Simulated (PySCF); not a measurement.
# CH₃B₂Br₂F: geometry, electronic excitations

Aim: predict the electronic excitations of CH₃B₂Br₂F (`FB(Br)CBBr`).

Programs: PySCF 2.14.0, with density-fitted response routines of our own. Each step states its level of theory. These are calculated values for one molecule in the gas phase, unless marked as measured. Atoms are numbered from 0 throughout.

## (1) Starting geometry

9 atoms, charge 0, multiplicity 1; geometry from: GFN2-xTB. The atoms were then displaced at random by about 0.01 Å, so the start is not that level's minimum.

Bonds of the start (Å): F0–B1 1.32, B1–Br2 1.88, B1–C3 1.61, C3–B4 1.55, B4–Br5 1.86, C3–H6 1.10, C3–H7 1.09, B4–H8 1.19.

## (2) Optimising the geometry at PBE0-D3(BJ)/def2-SVP

What the job is given:

```
{"job": {"xc": "PBE0", "basis": "def2-SVP", "d3": "d3bj", "grid": 1, "shake": 0.01, "kind": "geom"}, "charge": 0, "multiplicity": 1}
F     -2.067700    -0.308770     0.695450
B     -1.251000     0.380950    -0.071060
Br    -1.709730     2.171080    -0.432220
C      0.107510    -0.311470    -0.594340
B      1.120260    -0.416160     0.580250
Br     2.558970     0.765500     0.679420
H     -0.182780    -1.330960    -0.899180
H      0.495350     0.226280    -1.457480
H      0.986930    -1.193610     1.465440
```

Started as:

```bash
OMP_NUM_THREADS=1 python probes_run.py task.json out
```

One launch serves the whole session: the jobs run in the order shown.

The program printed:

```text
step   0  E = -5336.34152689  max force = 0.022087
step   1  E = -5336.34318057  max force = 0.007989
step   2  E = -5336.34374101  max force = 0.002927
step   3  E = -5336.34390422  max force = 0.002749
step   4  E = -5336.34404007  max force = 0.001562
step   5  E = -5336.34410005  max force = 0.000895
step   6  E = -5336.34415580  max force = 0.002474
step   7  E = -5336.34421908  max force = 0.002745
step   8  E = -5336.34424358  max force = 0.001015
step   9  E = -5336.34424457  max force = 0.000162
optimisation converged
```

Run time: 2.4 min. Hardware: 1 thread of Arm Neoverse N1, shared host; peak memory 0.57 GiB.

Along the way:

| step | energy from step 0 (eV) | largest force component (eV/Å) |
| --- | --- | --- |
| 0 | 0.0000 | 1.1358 |
| 1 | -0.0450 | 0.4108 |
| 2 | -0.0602 | 0.1505 |
| 3 | -0.0647 | 0.1414 |
| 4 | -0.0684 | 0.0803 |
| 5 | -0.0700 | 0.0460 |
| 6 | -0.0715 | 0.1272 |
| 7 | -0.0733 | 0.1412 |
| 8 | -0.0739 | 0.0522 |
| 9 | -0.0740 | 0.0083 |

Close pairs (by a distance rule), those that changed most:

| bond | before (Å) | after (Å) | change (Å) |
| --- | --- | --- | --- |
| B1–C3 | 1.612 | 1.562 | -0.050 |
| B4–Br5 | 1.864 | 1.904 | +0.039 |
| B1–Br2 | 1.883 | 1.915 | +0.032 |
| B4–H8 | 1.186 | 1.205 | +0.019 |
| C3–H7 | 1.088 | 1.097 | +0.009 |
| C3–B4 | 1.554 | 1.558 | +0.004 |
| F0–B1 | 1.315 | 1.318 | +0.002 |
| C3–H6 | 1.103 | 1.104 | +0.001 |

The final coordinates are the input of the step that follows.

| at the end point | value |
| --- | --- |
| point group (found at 0.08 Å tolerance) | C1 |
| rotational constants (GHz, main isotopes) | 2.454, 0.568, 0.482 |
| dipole moment (D) | 1.47 |

## (3) Excited states and response: PBE0/aug-cc-pVDZ

What the job is given:

```
{"job": {"kind": "uv", "xc": "PBE0", "basis": "aug-cc-pVDZ"}, "charge": 0, "multiplicity": 1}
F     -1.993683    -0.361508     0.898676
B     -1.202276     0.369340     0.139884
Br    -1.521564     2.257358     0.111984
C     -0.029438    -0.294631    -0.649355
B      1.147657    -0.448288     0.360287
Br     2.625507     0.751419     0.338533
H     -0.375263    -1.305879    -0.926795
H      0.244272     0.300996    -1.529449
H      1.158722    -1.291903     1.220067
```

Method: TDDFT PBE0/aug-cc-pVDZ, vertical, gas phase, core orbitals frozen in the response.

The program printed:

```text
coarse grid: 42920 points
cycle   1  E = -5337.0171051484  dE = -1.430e+00  |g| = 4.833e-01  |ddm| = 7.106e+00
cycle   2  E = -5336.9867360102  dE =  3.037e-02  |g| = 6.674e-01  |ddm| = 1.789e+00
cycle   3  E = -5337.0652108976  dE = -7.847e-02  |g| = 7.887e-02  |ddm| = 8.929e-01
cycle   4  E = -5337.0664102416  dE = -1.199e-03  |g| = 2.126e-02  |ddm| = 1.650e-01
cycle   5  E = -5337.0665138259  dE = -1.036e-04  |g| = 3.454e-03  |ddm| = 4.096e-02
cycle   6  E = -5337.0665174818  dE = -3.656e-06  |g| = 1.161e-03  |ddm| = 1.061e-02
final grid: 87496 points
cycle   7  E = -5337.0663741031  dE =  2.563e-08  |g| = 1.208e-03  |ddm| = 8.954e-03
cycle   8  E = -5337.0663738509  dE =  2.522e-07  |g| = 1.493e-03  |ddm| = 5.727e-03
cycle   9  E = -5337.0663745342  dE = -6.833e-07  |g| = 1.449e-04  |ddm| = 3.218e-03
cycle  10  E = -5337.0663745406  dE = -6.406e-09  |g| = 1.891e-05  |ddm| = 3.311e-04
cycle  11  E = -5337.0663745406  dE = -4.638e-11  |g| = 4.364e-06  |ddm| = 4.040e-05
converged SCF energy = -5337.0663745406

Static polarisability (au): isotropic 81.018, principal 65.035 84.759 93.261

Singlet excitations
state   eV       nm        f      main configurations
  1   4.6259    268.0   0.00502   H->L 0.96
  2   5.3636    231.2   0.00749   H-1->L 0.95
  3   5.8662    211.4   0.09950   H-2->L 0.96
  4   6.1012    203.2   0.06153   H-3->L 0.94
  5   6.4277    192.9   0.00779   H-4->L 0.61, H-5->L 0.34
  6   6.6702    185.9   0.00406   H-5->L 0.60, H-4->L 0.30
  7   6.7140    184.7   0.00535   H->L+1 0.87
  8   7.0517    175.8   0.00456   H-1->L+1 0.80, H->L+2 0.10
  9   7.2258    171.6   0.07285   H->L+2 0.78, H->L+3 0.09
 10   7.3246    169.3   0.00484   H-6->L 0.90

Triplet excitations (Tamm-Dancoff, eV): 4.3287 5.0471 5.2155 5.4866
```

It took 55 s on 1 thread of Arm Neoverse N1, shared host; peak memory 0.81 GiB.

The orbitals next to the gap, with their largest atomic shares:

| orbital | eV | atoms |
| --- | --- | --- |
| HOMO−3 | -9.25 | Br5 41 %, Br2 38 %, B4 7 % |
| HOMO−2 | -9.05 | Br2 48 %, Br5 37 %, B1 6 % |
| HOMO−1 | -8.74 | Br2 78 %, Br5 7 %, B1 7 % |
| HOMO | -8.26 | Br5 67 %, B4 12 %, Br2 7 % |
| LUMO | -2.18 | B4 37 %, C3 17 %, B1 15 % |
| LUMO+1 | -0.37 | B1 36 %, B4 21 %, Br2 13 % |
| LUMO+2 | -0.15 | H6 25 %, H7 20 %, B1 18 % |

With each of the 10 states as a Gaussian band of 0.4 eV half-width at 1/e, the curve within the window shown has maxima at 265 nm (ε 220), 209 nm (ε 6,100), 172 nm (ε 3,400) L/(mol cm). Beyond the last state computed it falls off for lack of states. The curve at chosen wavelengths:

(nm, ε (L/mol/cm)): (163, 1229), (169, 2992), (175, 3160), (180, 2180), (186, 1513), (192, 2170), (198, 3905), (204, 5647), (209, 6135), (215, 5255), (221, 3552), (227, 2014), (233, 1040), (238, 599), (244, 340), (250, 238), (256, 213), (262, 216), (267, 216), (273, 201), (279, 169), (285, 130), (291, 91), (296, 63), (302, 39), (308, 22)

Further results of this job:

| property | computed |
| --- | --- |
| dipole moment (D) | 1.54 |
| polarisability (Å³) | 12.01 |
| HOMO–LUMO gap (eV) | 6.09 |
| −ε(HOMO) (eV) | 8.26 |

## (4) TDDFT and polarisability: PBE0/def2-TZVPD

Same as in step 3 but for these lines:

```diff
@@ -1,2 +1,2 @@
-{"job": {"kind": "uv", "xc": "PBE0", "basis": "aug-cc-pVDZ"}, "charge": 0, "multiplicity": 1}
+{"job": {"kind": "uv", "xc": "PBE0", "basis": "def2-TZVPD"}, "charge": 0, "multiplicity": 1}
 F     -1.993683    -0.361508     0.898676
```

With the program's defaults for keys left out, this is: TDDFT PBE0/def2-TZVPD, vertical, gas phase, core orbitals frozen in the response.

The program printed:

```text
coarse grid: 42920 points
cycle   1  E = -5337.1153458398  dE = -1.491e+00  |g| = 6.331e-01  |ddm| = 2.744e+00
cycle   2  E = -5337.0795606923  dE =  3.579e-02  |g| = 7.891e-01  |ddm| = 1.004e+00
cycle   3  E = -5337.1706920406  dE = -9.113e-02  |g| = 1.376e-01  |ddm| = 4.692e-01
cycle   4  E = -5337.1732280347  dE = -2.536e-03  |g| = 2.560e-02  |ddm| = 9.195e-02
cycle   5  E = -5337.1733606304  dE = -1.326e-04  |g| = 8.025e-03  |ddm| = 2.631e-02
cycle   6  E = -5337.1733757395  dE = -1.511e-05  |g| = 1.437e-03  |ddm| = 7.410e-03
cycle   7  E = -5337.1733762807  dE = -5.412e-07  |g| = 6.078e-04  |ddm| = 1.878e-03
final grid: 87496 points
cycle   8  E = -5337.1733399339  dE =  5.252e-08  |g| = 9.053e-04  |ddm| = 9.765e-03
cycle   9  E = -5337.1733396611  dE =  2.728e-07  |g| = 1.348e-03  |ddm| = 1.927e-03
cycle  10  E = -5337.1733401641  dE = -5.031e-07  |g| = 4.100e-05  |ddm| = 1.118e-03
cycle  11  E = -5337.1733401645  dE = -3.820e-10  |g| = 7.972e-06  |ddm| = 3.881e-05
converged SCF energy = -5337.1733401645

Static polarisability (au): isotropic 82.277, principal 66.579 85.646 94.607

Singlet excitations
state   eV       nm        f      main configurations
  1   4.6362    267.4   0.00497   H->L 0.96
  2   5.3812    230.4   0.00794   H-1->L 0.95
  3   5.8686    211.3   0.09964   H-2->L 0.96
  4   6.1019    203.2   0.05969   H-3->L 0.94
  5   6.4121    193.4   0.00771   H-4->L 0.61, H-5->L 0.34
  6   6.6610    186.1   0.00384   H-5->L 0.60, H-4->L 0.30
  7   6.7359    184.1   0.00516   H->L+1 0.87
  8   7.0709    175.3   0.00568   H-1->L+1 0.82, H->L+2 0.08
  9   7.2512    171.0   0.06769   H->L+2 0.80, H->L+3 0.09
 10   7.3183    169.4   0.00552   H-6->L 0.90

Triplet excitations (Tamm-Dancoff, eV): 4.3377 5.0411 5.2292 5.4937
```

Run time: 1.8 min. Hardware: 1 thread of Arm Neoverse N1, shared host; peak memory 1.2 GiB.

This run: HOMO -8.27 eV, LUMO -2.16 eV; lowest singlet 4.64 eV.

## (5) Run by run: electronic excitations

Excitations and ground-state properties, with basis size and wall time:

| run | lowest singlet (eV) | brightest (eV) | f | gap (eV) | α (Å³) | μ (D) | functions | time |
| --- | --- | --- | --- | --- | --- | --- | --- | --- |
| PBE0/aug-cc-pVDZ | 4.63 | 5.87 | 0.100 | 6.09 | 12.01 | 1.54 | 191 | 55 s |
| PBE0/def2-TZVPD | 4.64 | 5.87 | 0.100 | 6.11 | 12.19 | 1.51 | 292 | 1.8 min |

## (6) Outcome

| quantity | value |
| --- | --- |
| point group | C1 |
| rotational constants (main isotopes) | 2.45, 0.57, 0.48 GHz |
| lowest singlet (PBE0/aug-cc-pVDZ) | 4.63 eV (268 nm), f = 0.005 |
| brightest single state of those computed | state 3, 5.87 eV, f = 0.100 |
| lowest triplet | 4.33 eV |
| range of the lowest singlet | 4.63 to 4.64 eV |

What this shows: The start of the PBE0/def2-SVP relaxation was shaken at random by about 0.01 Å, so part of the energy gained, and of the first lengths quoted, undoes that. Relaxing lowered the energy by 0.074 eV in 9 steps; the close pair that moved most is B1–C3, from 1.612 to 1.562 Å. The first singlet state (HOMO→LUMO 0.96) lies at 4.63 eV and is weak; of the 10 states computed, the strongest absorption comes from state 3 at 5.87 eV. The lowest triplet lies 0.30 eV below the lowest singlet (triplets in Tamm-Dancoff, singlets in full TDDFT). The lowest singlet runs from 4.63 eV (PBE0/aug-cc-pVDZ) to 4.64 eV (PBE0/def2-TZVPD), while the orbital gap spans 6.09 to 6.11 eV. The lowest state need not be the same one in every run.
